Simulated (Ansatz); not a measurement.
# BH4NSSi: the cost of one run

Computed with Ansatz 0.2.0, driven from Python. Level of theory: MP2/def2-SVPD.

### 1 Starting point

Bond lengths: S1–B2 1.824 Å, B2–N3 1.506 Å, B2–Si4 1.984 Å, N3–Si4 1.664 Å, S1–H5 1.397 Å, N3–H6 1.067 Å, Si4–H7 1.515 Å, Si4–H8 1.459 Å. Angles: S1–B2–N3 151.0°, S1–B2–Si4 153.8°, N3–B2–Si4 54.9°, B2–S1–H5 95.4°, B2–N3–Si4 77.3°, B2–N3–H6 106.8°, Si4–N3–H6 107.0°, B2–Si4–N3 47.8°, B2–Si4–H7 106.4°, B2–Si4–H8 109.3°, N3–Si4–H7 114.8°, N3–Si4–H8 119.3°, H7–Si4–H8 125.9°.

The script holds or builds the structure itself.

### 2 Script

bh4nssi.py reads:

```python
import ansatz
import numpy as np

config = {
    "basis_set": "def2-SVPD",
    "method": "MP2",
}


def main() -> None:
    geometry_ang = [
        ("S", (-0.7697, 2.1916, -0.7446)),
        ("B", (-0.2134, 0.6759, 0.1034)),
        ("N", (0.7233, -0.0402, 1.0398)),
        ("Si", (-0.195, -1.2825, 0.4204)),
        ("H", (0.0759, 2.0428, -1.8464)),
        ("H", (1.6721, -0.0809, 0.5541)),
        ("H", (-1.4487, -1.6008, 1.2094)),
        ("H", (0.2476, -1.963, -0.7919)),
    ]
    geometry = ansatz.Crystal.molecule()
    for symbol, xyz in geometry_ang:
        geometry = geometry.atom(symbol, xyz)

    calculation = geometry.calculation()
    calculation = calculation.basis(gaussian=config["basis_set"])
    calculation = calculation.correlation(config["method"]).forces()
    summary = calculation.session().plan(threads=1).execute().report

    print(f"E = {summary['free_energy_ev']:.6f} eV = {summary['free_energy_ev'] / 27.211386246:.7f} Ha")
    print("converged:", summary["converged"], " doubts:", summary["published_state_doubts"] or "none")

    parts = summary["correlation"]
    for name in ("random_phase", "coupled_cluster", "perturbative"):
        if name in parts:
            print(f"{name:16s} {parts[name]['energy']['hartree']:12.7f} Ha")
    if "second_order" in parts:
        pair = parts["second_order"]
        print(f"MP2 same spin {pair['same_spin']['hartree']:.7f} Ha, opposite spin {pair['opposite_spin']['hartree']:.7f} Ha")

    symbols = [site.symbol for site in geometry.cartesian_sites]
    forces = np.array(summary["forces_ev_ang"])
    print("largest force", round(float(np.linalg.norm(forces, axis=1).max()), 4), "eV/A, rms", round(float(np.sqrt((forces ** 2).mean())), 4))

    charges = summary["charge_distribution"]
    print("dipole moment", round(4.803205 * float(np.linalg.norm(charges["dipole_moment_e_ang"])), 3), "D")
    print("Mulliken:", [(s, round(q, 3)) for s, q in zip(symbols, charges["mulliken_charges_e"])])


if __name__ == "__main__":
    main()
```

### 3 The run

Run with:

```sh
python bh4nssi.py
```

Q: Estimate wall time and peak memory on 1 thread of Arm Neoverse V1, shared host.

About 6.8 s, with a peak of 0.39 GiB.
